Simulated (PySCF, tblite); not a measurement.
# CH9FGeO2Si2, a small molecule taken as a stand-in for a surface group: NMR shifts, core binding energies and electronic excitations, part 2 of 2

tblite 0.8.0 and PySCF 2.14.0. Atoms count from 0, parts from 1.

## Step 5: X-ray photoelectron lines: SCAN, X2C

What the job is given:

```
{"job": {"kind": "xps", "holes": 5}, "charge": 0, "multiplicity": 1}
Ge    -0.079662     0.870573    -0.352454
C     -0.086595     2.767036    -0.127137
O     -1.472991     0.116620     0.389639
Si    -2.040876    -1.433946     0.619172
O      1.380747     0.118144     0.259513
Si     2.159099    -1.318284    -0.078332
F     -0.129795     0.415440    -2.028470
H      0.770149     3.202075    -0.658543
H     -1.020252     3.180826    -0.530676
H     -0.013653     3.005263     0.942476
H     -3.457583    -1.330979     1.069635
H     -1.236910    -2.132743     1.666809
H     -1.969159    -2.218287    -0.649462
H      1.161804    -2.411123    -0.298546
H      3.013233    -1.657102     1.094453
H      3.011229    -1.184996    -1.295815
```

Method: delta-SCF UKS SCAN, pcX-2 on the ionised atom, pcseg-1 elsewhere, spin-free X2C.

The log of the run:

```text
ground state, core basis on atom 1 (C), 195 functions
  cycle   1  E = -2967.80400230  |g| = 1.12e+00
  cycle   2  E = -2967.15879711  |g| = 2.13e+00
  cycle   3  E = -2968.02821361  |g| = 2.38e-01
  cycle   4  E = -2968.03939016  |g| = 1.03e-01
  cycle   5  E = -2968.04106118  |g| = 3.88e-02
  cycle   6  E = -2968.04134059  |g| = 7.85e-03
  cycle   7  E = -2968.04135336  |g| = 1.78e-03
  cycle   8  E = -2968.04134865  |g| = 4.36e-04
  E(ground) = -2968.24109250 Eh
hole in C 1s of atom 1
  cycle   1  E = -2956.76668153  |g| = 1.50e+00
  cycle   2  E = -2956.14062219  |g| = 1.77e+00
  cycle   3  E = -2957.28018312  |g| = 3.86e-01
  cycle   4  E = -2957.30563458  |g| = 3.04e-01
  cycle   5  E = -2957.33790072  |g| = 4.45e-02
  cycle   6  E = -2957.33846759  |g| = 1.30e-02
  cycle   7  E = -2957.33846822  |g| = 1.41e-02
  cycle   8  E = -2957.33854666  |g| = 2.35e-03
  cycle   9  E = -2957.33854666  |g| = 7.46e-04
  cycle  10  E = -2957.33855012  |g| = 4.69e-04
  E(ion) = -2957.53733665 Eh   <S^2> = 0.7674   hole on atom = 1.000   binding energy = 291.264 eV
ground state, core basis on atom 2 (O), 195 functions
  cycle   1  E = -2968.07519274  |g| = 1.12e-01
  cycle   2  E = -2968.07216660  |g| = 1.46e-01
  cycle   3  E = -2968.07548178  |g| = 5.43e-02
  cycle   4  E = -2968.07598494  |g| = 9.78e-03
  cycle   5  E = -2968.07600789  |g| = 2.71e-03
  cycle   6  E = -2968.07600754  |g| = 5.42e-04
  cycle   7  E = -2968.07600627  |g| = 2.13e-04
  E(ground) = -2968.27335878 Eh
hole in O 1s of atom 2
  cycle   1  E = -2947.46813651  |g| = 2.24e+00
  cycle   2  E = -2946.82645441  |g| = 2.30e+00
  cycle   3  E = -2948.20651046  |g| = 5.46e-01
  cycle   4  E = -2948.22088164  |g| = 4.91e-01
  cycle   5  E = -2948.31037119  |g| = 1.00e-01
  cycle   6  E = -2948.31335405  |g| = 5.65e-02
  cycle   7  E = -2948.31452717  |g| = 1.43e-02
  cycle   8  E = -2948.31459404  |g| = 5.74e-03
  cycle   9  E = -2948.31461338  |g| = 9.38e-04
  cycle  10  E = -2948.31461276  |g| = 3.24e-04
  E(ion) = -2948.51319220 Eh   <S^2> = 0.7628   hole on atom = 1.000   binding energy = 537.702 eV
ground state, core basis on atom 3 (Si), 206 functions
  cycle   1  E = -2968.13741977  |g| = 3.11e-01
  cycle   2  E = -2968.12982908  |g| = 2.35e-01
  cycle   3  E = -2968.13147707  |g| = 2.09e-01
  cycle   4  E = -2968.13988313  |g| = 2.52e-02
  cycle   5  E = -2968.13998023  |g| = 9.04e-03
  cycle   6  E = -2968.13999683  |g| = 1.39e-03
  cycle   7  E = -2968.13999860  |g| = 7.94e-04
  cycle   8  E = -2968.13999453  |g| = 2.82e-04
  E(ground) = -2968.29888673 Eh
hole in Si 2p of atom 3
  cycle   1  E = -2963.85195614  |g| = 1.23e+00
  cycle   2  E = -2962.34069828  |g| = 1.50e+00
  cycle   3  E = -2963.88597953  |g| = 6.96e-01
  cycle   4  E = -2964.13084077  |g| = 2.55e-01
  cycle   5  E = -2964.16110345  |g| = 1.48e-01
  cycle   6  E = -2964.16909075  |g| = 5.42e-02
  cycle   7  E = -2964.17014800  |g| = 2.14e-02
  cycle   8  E = -2964.17032094  |g| = 6.54e-03
  cycle   9  E = -2964.17033315  |g| = 2.64e-03
  cycle  10  E = -2964.17033608  |g| = 8.25e-04
  cycle  11  E = -2964.17033592  |g| = 1.78e-04
  E(ion) = -2964.34123936 Eh   <S^2> = 0.7514   hole on atom = 1.003   binding energy = 107.693 eV
  2p3/2 = 107.444 eV   2p1/2 = 108.069 eV
ground state, core basis on atom 4 (O), 195 functions
  cycle   1  E = -2968.07467098  |g| = 1.14e-01
  cycle   2  E = -2968.07161090  |g| = 1.49e-01
  cycle   3  E = -2968.07505929  |g| = 5.67e-02
  cycle   4  E = -2968.07561468  |g| = 9.20e-03
  cycle   5  E = -2968.07563839  |g| = 3.80e-03
  cycle   6  E = -2968.07564063  |g| = 4.07e-04
  E(ground) = -2968.27320693 Eh
hole in O 1s of atom 4
  cycle   1  E = -2947.46790700  |g| = 2.24e+00
  cycle   2  E = -2946.81761959  |g| = 2.31e+00
  cycle   3  E = -2948.20312456  |g| = 5.51e-01
  cycle   4  E = -2948.21495510  |g| = 5.04e-01
  cycle   5  E = -2948.30968959  |g| = 1.01e-01
  cycle   6  E = -2948.31267508  |g| = 5.70e-02
  cycle   7  E = -2948.31386996  |g| = 1.43e-02
  cycle   8  E = -2948.31393700  |g| = 5.84e-03
  cycle   9  E = -2948.31395344  |g| = 1.02e-03
  cycle  10  E = -2948.31395467  |g| = 3.76e-04
  E(ion) = -2948.51286620 Eh   <S^2> = 0.7632   hole on atom = 1.000   binding energy = 537.706 eV
ground state, core basis on atom 6 (F), 195 functions
  cycle   1  E = -2968.08078167  |g| = 1.76e-01
  cycle   2  E = -2968.06936249  |g| = 2.83e-01
  cycle   3  E = -2968.08347308  |g| = 5.18e-02
  cycle   4  E = -2968.08393288  |g| = 1.60e-02
  cycle   5  E = -2968.08397691  |g| = 3.50e-03
  cycle   6  E = -2968.08398087  |g| = 7.22e-04
  cycle   7  E = -2968.08397918  |g| = 3.04e-04
  E(ground) = -2968.28664661 Eh
hole in F 1s of atom 6
  cycle   1  E = -2941.75851615  |g| = 2.59e+00
  cycle   2  E = -2941.64698767  |g| = 2.17e+00
  cycle   3  E = -2942.58327438  |g| = 4.81e-01
  cycle   4  E = -2942.56479025  |g| = 5.16e-01
  cycle   5  E = -2942.67040994  |g| = 5.99e-02
  cycle   6  E = -2942.67158822  |g| = 3.16e-02
  cycle   7  E = -2942.67213999  |g| = 5.61e-03
  cycle   8  E = -2942.67214719  |g| = 4.44e-03
  cycle   9  E = -2942.67215482  |g| = 1.62e-03
  cycle  10  E = -2942.67215591  |g| = 3.15e-04
  E(ion) = -2942.88201652 Eh   <S^2> = 0.7571   hole on atom = 1.000   binding energy = 691.295 eV
```

Wall time 67 s (1 thread of Intel Xeon Platinum 8488C, shared host); peak memory 0.74 GiB.

The holes in one table. −ε is the ground-state orbital energy:

```
       hole  stands for               environment  ΔSCF (eV; 2p as the shell's mean)  −ε (eV)   ⟨S²⟩
  C1s on C1          C1  carbon bonded to Ge, 3 H                             291.26    274.4  0.767
  O1s on O2          O2   oxygen bonded to Ge, Si                             537.70    516.7  0.763
Si2p on Si3         Si3  silicon bonded to O, 3 H                             107.65     96.7  0.751
  O1s on O4          O4   oxygen bonded to Ge, Si                             537.71    516.7  0.763
  F1s on F6          F6     fluorine bonded to Ge                             691.30    665.9  0.757
```

With the spin-orbit splitting: Si3 2p3/2 107.44, 2p1/2 108.07 eV. The table gives each 2p level as the mean over the whole 2p shell (two parts 2p3/2, one part 2p1/2), which differs a little from the single hole in the log.

## Step 6: TDDFT and polarisability: CAM-B3LYP/def2-SVPD

Settings changed since step 5:

```diff
@@ -1,2 +1,2 @@
-{"job": {"kind": "xps", "holes": 5}, "charge": 0, "multiplicity": 1}
+{"job": {"kind": "uv", "xc": "CAM-B3LYP", "basis": "def2-SVPD", "nstates": 6, "ntriplets": 2, "ip": true}, "charge": 0, "multiplicity": 1}
 Ge    -0.079662     0.870573    -0.352454
```

Method: TDDFT CAM-B3LYP/def2-SVPD, vertical, gas phase, core orbitals frozen in the response.

The log of the run:

```text
coarse grid: 63328 points
cycle   1  E = -2949.1219599702  dE = -2.374e-01  |g| = 1.187e+00  |ddm| = 6.149e+00
cycle   2  E = -2948.9087725478  dE =  2.132e-01  |g| = 1.652e+00  |ddm| = 5.045e+00
cycle   3  E = -2949.3657211382  dE = -4.569e-01  |g| = 9.169e-02  |ddm| = 2.468e+00
cycle   4  E = -2949.3669942508  dE = -1.273e-03  |g| = 5.939e-02  |ddm| = 2.639e-01
cycle   5  E = -2949.3675624730  dE = -5.682e-04  |g| = 1.180e-02  |ddm| = 6.931e-02
cycle   6  E = -2949.3675856724  dE = -2.320e-05  |g| = 4.334e-03  |ddm| = 2.555e-02
cycle   7  E = -2949.3675890301  dE = -3.358e-06  |g| = 5.340e-04  |ddm| = 5.920e-03
final grid: 130472 points
cycle   8  E = -2949.3676434507  dE = -1.152e-07  |g| = 4.128e-04  |ddm| = 5.232e-03
cycle   9  E = -2949.3676434518  dE = -1.131e-09  |g| = 4.340e-04  |ddm| = 1.109e-03
cycle  10  E = -2949.3676434756  dE = -2.377e-08  |g| = 6.734e-05  |ddm| = 4.860e-04
cycle  11  E = -2949.3676434764  dE = -7.803e-10  |g| = 1.881e-05  |ddm| = 1.033e-04
converged SCF energy = -2949.3676434764

Static polarisability (au): isotropic 97.029, principal 85.480 102.017 103.591

Singlet excitations
state   eV       nm        f      main configurations
  1   7.3011    169.8   0.00244   H->L 0.75
  2   7.4961    165.4   0.00209   H-1->L 0.58, H-2->L 0.10
  3   7.5838    163.5   0.00308   H-2->L 0.54, H-1->L 0.12, H-2->L+2 0.08
  4   7.8061    158.8   0.01157   H-3->L 0.52, H->L+2 0.17
  5   8.5785    144.5   0.04686   H->L+1 0.57, H-2->L+2 0.10
  6   8.6856    142.7   0.05008   H-1->L+1 0.27, H->L+2 0.19, H-2->L+1 0.14

Triplet excitations (Tamm-Dancoff, eV): 6.9202 7.0963
Vertical ionisation energy (delta-SCF) = 10.8656 eV
```

It took 8 min on 1 thread of Intel Xeon Platinum 8488C, shared host; peak memory 1.3 GiB.

The orbitals next to the gap, with their largest atomic shares:

```
orbital      eV                        atoms
 HOMO−3  -10.83  Si5 15 %, Si3 14 %, O4 14 %
 HOMO−2  -10.47  O4 25 %, Si5 21 %, H14 15 %
 HOMO−1  -10.39  O2 29 %, Si3 23 %, H12 20 %
   HOMO  -10.15   O4 24 %, O2 19 %, Si5 14 %
   LUMO    0.35   Ge0 24 %, C1 10 %, Si5 9 %
 LUMO+1    1.23  Si3 27 %, Si5 23 %, H11 7 %
 LUMO+2    1.35  Si5 25 %, Si3 16 %, H14 8 %
```

With each of the 6 states as a Gaussian band of 0.4 eV half-width at 1/e, the curve within the window shown has maxima at 144 nm (ε 3,900) L/(mol cm). Beyond the last state computed it falls off for lack of states. The curve at chosen wavelengths:

```
 nm  ε (L/mol/cm)
138          1829
140          2855
142          3638
144          3852
146          3447
147          3082
149          2241
151          1500
153          1013
155           776
157           700
159           688
161           674
162           656
164           597
166           514
168           421
170           329
172           247
174           177
176           122
177           100
179            65
181            40
183            24
185            13
```

Further results of this job:

```
           property  computed
  dipole moment (D)      1.81
polarisability (Å³)     14.38
 HOMO–LUMO gap (eV)     10.49
      −ε(HOMO) (eV)     10.15
```

## Step 7: Results

What follows sums up all 2 parts.

| quantity | value |
| --- | --- |
| point group | C1 |
| rotational constants (main isotopes) | 1.26, 1.15, 0.74 GHz |
| 13C shifts against TMS (PBE0/pcSseg-1) | -2.8 ppm |
| 1H shifts against TMS (PBE0/pcSseg-1) | 5.29, 5.25, 5.16, 5.10, 5.01, 4.97, 0.74, 0.71, 0.67 ppm |
| 73Ge shifts against GeMe4 (PBE0/pcSseg-1) | 8 ppm |
| 17O shifts against H2O (PBE0/pcSseg-1) | 51.1, 49.7 ppm |
| 29Si shifts against TMS (PBE0/pcSseg-1) | -32.8, -33.5 ppm |
| 19F shifts against CFCl3 (PBE0/pcSseg-1) | -149.6 ppm |
| O1s binding energies, SCAN/pcX-2 | O4 537.71, O2 537.70 eV |
| C1s binding energies, SCAN/pcX-2 | C1 291.26 eV |
| Si2p binding energies, SCAN/pcX-2 (standing for 1 of 2 atoms) | Si3 107.65 eV |
| F1s binding energies, SCAN/pcX-2 | F6 691.30 eV |
| lowest singlet (CAM-B3LYP/def2-SVPD) | 7.30 eV (170 nm), f = 0.002 |
| brightest single state of those computed | state 6, 8.69 eV, f = 0.050 |
| lowest triplet | 6.92 eV |
| vertical ionisation energy (ΔSCF) | 10.87 eV |

Over 21 steps the energy fell by 0.425 eV; of the close pairs, Ge0–O4 changed most, 1.684 to 1.753 Å (PBE0/def2-SVP). At PBE0/pcSseg-1: Shielding is most anisotropic at Ge0 (span 237 ppm, paramagnetic term -1436 ppm). The O1s levels computed lie within 0.00 eV of one another, too close to rank. The lowest singlet, at 7.30 eV, is HOMO→LUMO 0.75 and is weak; of the 6 states computed, the strongest absorption comes from state 6 at 8.69 eV (the last computed, so partners may be missing). The lowest triplet lies 0.38 eV below the lowest singlet (triplets in Tamm-Dancoff, singlets in full TDDFT). The orbital energy would give 10.15 eV for ionisation, ΔSCF gives 10.87 eV. Spin-orbit coupling is left out, which matters for shieldings and couplings at and beside the heavy atoms. A capped cluster stands for the solid here, so long-range fields and strain are missing, and bands or shifts of the capping hydrogens have no counterpart in it.
